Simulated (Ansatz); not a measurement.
# CH6BrGa: the cost of one run

Program: Ansatz 0.2.0. Level of theory: RKS B3LYP-D4/def2-SVP. These are calculated values, not measurements.

## 1. Starting point

Bond lengths: Ga1–Br2 2.822 Å, Ga1–H3 1.546 Å, Ga1–H4 1.544 Å, Ga1–C6 2.307 Å, C6–H7 1.096 Å, C6–H8 1.091 Å, C6–H9 1.098 Å. Angles: Br2–Ga1–H3 107.9°, Br2–Ga1–H4 113.7°, Br2–Ga1–C6 81.9°, H3–Ga1–H4 125.4°, H3–Ga1–C6 111.4°, H4–Ga1–C6 108.0°, Ga1–C6–H7 90.1°, Ga1–C6–H8 155.2°, Ga1–C6–H9 82.6°, H7–C6–H8 107.4°, H7–C6–H9 110.4°, H8–C6–H9 106.5°.

As a file:

```xyz
9

Ga   -0.7821   -0.5058   -0.8286
Br    1.4018    0.6578   -2.1855
H    -0.6567   -2.0413   -0.9531
H    -2.0943    0.2979   -0.9583
H     0.8610    0.4017   -0.2788
C     0.3611    0.2850    1.0126
H    -0.4606    0.9781    1.2273
H     1.2374    0.6398    1.5572
H     0.1323   -0.7134    1.4072
```

## 2. Pulling towards end A

Springs on the bonds that form and break draw the guess towards this end; the thresholds are loose.

input.yaml

```yaml
crystal:
  periodic: [false, false, false]
  atoms:
    - { symbol: Ga, position_ang: [-0.7821, -0.5058, -0.8286] }
    - { symbol: Br, position_ang: [1.4018, 0.6578, -2.1855] }
    - { symbol: H, position_ang: [-0.6567, -2.0413, -0.9531] }
    - { symbol: H, position_ang: [-2.0943, 0.2979, -0.9583] }
    - { symbol: H, position_ang: [0.861, 0.4017, -0.2788] }
    - { symbol: C, position_ang: [0.3611, 0.285, 1.0126] }
    - { symbol: H, position_ang: [-0.4606, 0.9781, 1.2273] }
    - { symbol: H, position_ang: [1.2374, 0.6398, 1.5572] }
    - { symbol: H, position_ang: [0.1323, -0.7134, 1.4072] }
basis:
  gaussian: { orbitals: def2-SVP }
hamiltonian:
  xc: b3lyp
  dispersion: d4
relax:
  f_tol: 0.15
  max_steps: 25
  restrain:
    - { distance: [0, 5], at: 3.28, k: 30.0 }
    - { distance: [4, 1], at: 2.81, k: 30.0 }
    - { distance: [0, 1], at: 2.42, k: 30.0 }
    - { distance: [4, 5], at: 1.07, k: 30.0 }
```

Run with:

```
$ ansatz run input.yaml --threads 2 --pin off --max-ram 3072MiB --backend cpu --events-out ev --progress --plain --runs-dir out
```

What time and memory should one allow on 2 threads of Arm Neoverse V2, shared host?

About 26 s, with a peak of 0.27 GiB.
